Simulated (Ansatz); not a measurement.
# CrAgO2: the cost of one run

Method: DFT PBEsol+U (U_eff = 2 eV on Cr d, around-mean-field double counting), plane waves, PAW, in Ansatz 0.2.0.

### Step 1. Starting point

Symmetry: R-3m, No. 166, trigonal system. Conventional cell: a = 2.985 Å, b = 2.985 Å, c = 18.510 Å, α = 90.00°, β = 90.00°, γ = 120.00°. Around Cr (site symmetry -3m) lie 6 O at 2.00 Å. Ag (site symmetry -3m) has 2 O at 2.07 Å as nearest neighbours. Around O (site symmetry 3m) lie 3 Cr at 2.00 Å and 1 Ag at 2.07 Å.

Coordinates:

```cif
data_structure
_symmetry_space_group_name_H-M 'R-3m:H'
_symmetry_Int_Tables_number 166
_cell_length_a 2.9850
_cell_length_b 2.9850
_cell_length_c 18.5100
_cell_angle_alpha 90.000
_cell_angle_beta 90.000
_cell_angle_gamma 120.000
_cell_volume 142.83
loop_
_atom_site_label
_atom_site_type_symbol
_atom_site_symmetry_multiplicity
_atom_site_Wyckoff_symbol
_atom_site_fract_x
_atom_site_fract_y
_atom_site_fract_z
_atom_site_occupancy
Cr1 Cr 3 b 0.33333 0.66667 0.16667 1
Ag1 Ag 3 a 0.00000 0.00000 0.00000 1
O1 O 6 c 0.00000 0.00000 0.11190 1
```

An earlier series on this cell reached its lowest free state from «ferromagnetic start, free, symmetry kept, no search», perhaps among other starts.

### Step 2. Spin-orbit coupling, direction held

File input.yaml:

```yaml
crystal:
  lattice:
    - [1.49250042, 0.86169552, 6.16999799]
    - [-1.49250042, 0.86169552, 6.16999799]
    - [0.0, -1.72339103, 6.16999799]
  atoms:
    - { symbol: Cr, position: [0.5, 0.5, 0.5], spin: 3.0, spin_axis: [0.57735, 0.57735, 0.57735] }
    - { symbol: Ag, position: [0.0, 0.0, 0.0] }
    - { symbol: O, position: [0.1119, 0.1119, 0.1119] }
    - { symbol: O, position: [0.8881, 0.8881, 0.8881] }
basis:
  ecutwfc: 420
  ecutrho_ratio: 4
kpoints:
  mp_grid: { grid: [7, 7, 7] }
hamiltonian:
  xc: pbesol
  hubbard:
    sites:
      - { site: 0, l: d, u_eff: 2.0, starting_ns: [{ occupation_matrix: s0 }] }
    double_counting: amf
    occupation_matrices:
      s0:
        spinor_matrix:
          - [[0.76924, 0.0], [0.0, 0.0], [0.0, 0.0], [0.0, 0.0], [0.0, 0.0], [0.27424, -0.27424], [0.0, 0.0], [0.0, 0.0], [0.0, 0.0], [0.0, 0.0]]
          - [[0.0, 0.0], [0.29434, 0.0], [0.0, 0.0], [0.0, 0.0], [-0.36095, 0.0], [0.0, 0.0], [0.10042, -0.10042], [0.0, 0.0], [0.0, 0.0], [-0.13212, 0.13212]]
          - [[0.0, 0.0], [0.0, 0.0], [0.29491, 0.0], [-0.36111, 0.0], [0.0, 0.0], [0.0, 0.0], [0.0, 0.0], [0.10063, -0.10063], [-0.13217, 0.13217], [0.0, 0.0]]
          - [[0.0, 0.0], [0.0, 0.0], [-0.36111, 0.0], [0.49433, 0.0], [0.0, 0.0], [0.0, 0.0], [0.0, 0.0], [-0.13217, 0.13217], [0.17362, -0.17362], [0.0, 0.0]]
          - [[0.0, 0.0], [-0.36095, 0.0], [0.0, 0.0], [0.0, 0.0], [0.4949, 0.0], [0.0, 0.0], [-0.13212, 0.13212], [0.0, 0.0], [0.0, 0.0], [0.17383, -0.17383]]
          - [[0.27424, 0.27424], [0.0, 0.0], [0.0, 0.0], [0.0, 0.0], [0.0, 0.0], [0.22076, 0.0], [0.0, 0.0], [0.0, 0.0], [0.0, 0.0], [0.0, 0.0]]
          - [[0.0, 0.0], [0.10042, 0.10042], [0.0, 0.0], [0.0, 0.0], [-0.13212, -0.13212], [0.0, 0.0], [0.09351, 0.0], [0.0, 0.0], [0.0, 0.0], [-0.09672, 0.0]]
          - [[0.0, 0.0], [0.0, 0.0], [0.10063, 0.10063], [-0.13217, -0.13217], [0.0, 0.0], [0.0, 0.0], [0.0, 0.0], [0.09366, 0.0], [-0.09676, 0.0], [0.0, 0.0]]
          - [[0.0, 0.0], [0.0, 0.0], [-0.13217, -0.13217], [0.17362, 0.17362], [0.0, 0.0], [0.0, 0.0], [0.0, 0.0], [-0.09676, 0.0], [0.1471, 0.0], [0.0, 0.0]]
          - [[0.0, 0.0], [-0.13212, -0.13212], [0.0, 0.0], [0.0, 0.0], [0.17383, 0.17383], [0.0, 0.0], [-0.09672, 0.0], [0.0, 0.0], [0.0, 0.0], [0.14725, 0.0]]
    ns_hold: { iters: 8 }
scf:
  occupations: { method: gaussian, width: 0.05 }
  lower_state_search: "off"
  max_iter: 150
output:
  forces: true
  stress: true
  eigenvalues: true
  populations: true
  hubbard: { sites: [{ site: 0, l: d }] }
magnetization:
  noncollinear: true
  spin_orbit: true
  spin_locking: { lock_directions: true }
```

The typed matrices are held for 8 cycles. The lock stays on to the end, so the result is a constrained state. This run includes spin–orbit coupling.

Launch:

```console
> ansatz run input.yaml --threads 2 --pin off --max-ram 3072MiB --backend cpu --events-out ev --progress --plain --runs-dir out
```

What time and memory should one allow on 2 threads of Arm Neoverse V2, shared host?

About 3.2 min, with a peak of 1.4 GiB.
